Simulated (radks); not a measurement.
# Valence configurations of Re³⁺

Aim: which of several valence configurations of Re³⁺ lies lowest at this level, and whether it is the one NIST lists ([Xe] 4f14 5d4).

Program: radks (a radial shooting solver on a logarithmic mesh, Libxc functionals) version 1. Level of theory: Dirac Kohn-Sham, PBE, spin-unpolarised, spherical densities, finite nucleus; open shells fill j = l - 1/2 first. These are calculated values, not measurements, unless marked.

## Step 1: What is computed

| Quantity | Value |
| --- | --- |
| element | rhenium (Z = 75) |
| charge | +3 |
| electrons | 72 |
| configuration | [Xe] 4f14 5d4 |
| nuclear rms radius | 5.3698 fm |
| others tried | 4f13 5d4 6p1; 4f14 5d2 6p2; 4f13 5d3 6p2; 4f14 5d3.5 6p0.5; 4f13 5d4.5 6p0.5; 4f13 5d4 6s1; 4f12.5 5d4.5 6p1; 4f12 5d4 6p2; 4f14 5d3 6p1 |

## Step 2: [Xe] 4f14 5d4

Input:

```text
Z 75
configuration [Xe] 4f14 5d4
relativity Dirac
functional pbe,pbe
spin unpolarised
j_filling energy
nucleus finite rms 5.3698 fm
c 137.035999084
```

## Step 3: [Xe] 4f13 5d4 6p1

Settings, as their differences from step 2:

```diff
@@ -1,3 +1,3 @@
 Z 75
-configuration [Xe] 4f14 5d4
+configuration [Xe] 4f13 5d4 6p1
 relativity Dirac
```

## Step 4: [Xe] 4f14 5d2 6p2

Settings, as their differences from step 3:

```diff
@@ -1,3 +1,3 @@
 Z 75
-configuration [Xe] 4f13 5d4 6p1
+configuration [Xe] 4f14 5d2 6p2
 relativity Dirac
```

## Step 5: [Xe] 4f13 5d3 6p2

Settings, as their differences from step 4:

```diff
@@ -1,3 +1,3 @@
 Z 75
-configuration [Xe] 4f14 5d2 6p2
+configuration [Xe] 4f13 5d3 6p2
 relativity Dirac
```

## Step 6: [Xe] 4f14 5d3.5 6p0.5

Settings, as their differences from step 5:

```diff
@@ -1,3 +1,3 @@
 Z 75
-configuration [Xe] 4f13 5d3 6p2
+configuration [Xe] 4f14 5d3.5 6p0.5
 relativity Dirac
```

## Step 7: [Xe] 4f13 5d4.5 6p0.5

Settings, as their differences from step 6:

```diff
@@ -1,3 +1,3 @@
 Z 75
-configuration [Xe] 4f14 5d3.5 6p0.5
+configuration [Xe] 4f13 5d4.5 6p0.5
 relativity Dirac
```

## Step 8: [Xe] 4f13 5d4 6s1

Settings, as their differences from step 7:

```diff
@@ -1,3 +1,3 @@
 Z 75
-configuration [Xe] 4f13 5d4.5 6p0.5
+configuration [Xe] 4f13 5d4 6s1
 relativity Dirac
```

## Step 9: [Xe] 4f12.5 5d4.5 6p1

Settings, as their differences from step 8:

```diff
@@ -1,3 +1,3 @@
 Z 75
-configuration [Xe] 4f13 5d4 6s1
+configuration [Xe] 4f12.5 5d4.5 6p1
 relativity Dirac
```

## Step 10: [Xe] 4f12 5d4 6p2

Settings, as their differences from step 9:

```diff
@@ -1,3 +1,3 @@
 Z 75
-configuration [Xe] 4f12.5 5d4.5 6p1
+configuration [Xe] 4f12 5d4 6p2
 relativity Dirac
```

## Step 11: [Xe] 4f14 5d3 6p1

Settings, as their differences from step 10:

```diff
@@ -1,3 +1,3 @@
 Z 75
-configuration [Xe] 4f12 5d4 6p2
+configuration [Xe] 4f14 5d3 6p1
 relativity Dirac
```

What does the calculation give? Wanted: for each run, valence; E − E(NIST configuration); highest level; its energy; 1s shift.

**Answer**, as computed:

| valence | E − E(NIST configuration) (eV) | highest level | its energy (eV) | 1s shift (eV) |
| --- | --- | --- | --- | --- |
| 4f14 5d4 | 0.000 | 5d3/2 | -33.387 | +0.00 |
| 4f14 5d3.5 6p0.5 | 5.656 | 6p1/2 | -23.394 | -2.45 |
| 4f14 5d3 6p1 | 11.759 | 6p1/2 | -24.267 | -4.94 |
| 4f14 5d2 6p2 | 25.314 | 6p1/2 | -25.991 | -10.02 |
| 4f13 5d4 6s1 | 47.024 | 6s1/2 | -31.377 | -14.36 |
| 4f13 5d4.5 6p0.5 | 48.039 | 6p1/2 | -23.880 | -13.04 |
| 4f13 5d4 6p1 | 54.253 | 6p1/2 | -24.732 | -15.45 |
| 4f13 5d3 6p2 | 69.379 | 6p1/2 | -26.457 | -20.68 |
| 4f12.5 5d4.5 6p1 | 79.282 | 6p1/2 | -24.968 | -21.05 |
| 4f12 5d4 6p2 | 121.80 | 6p1/2 | -26.884 | -31.83 |

**Reading.** The NIST configuration is the lowest of those tried, 5.656 eV under 4f14 5d3.5 6p0.5. The energies are those of spherical spin-averaged densities, not of single terms. The 1s eigenvalue shifts by up to 31.83 eV as the valence charge is rearranged.
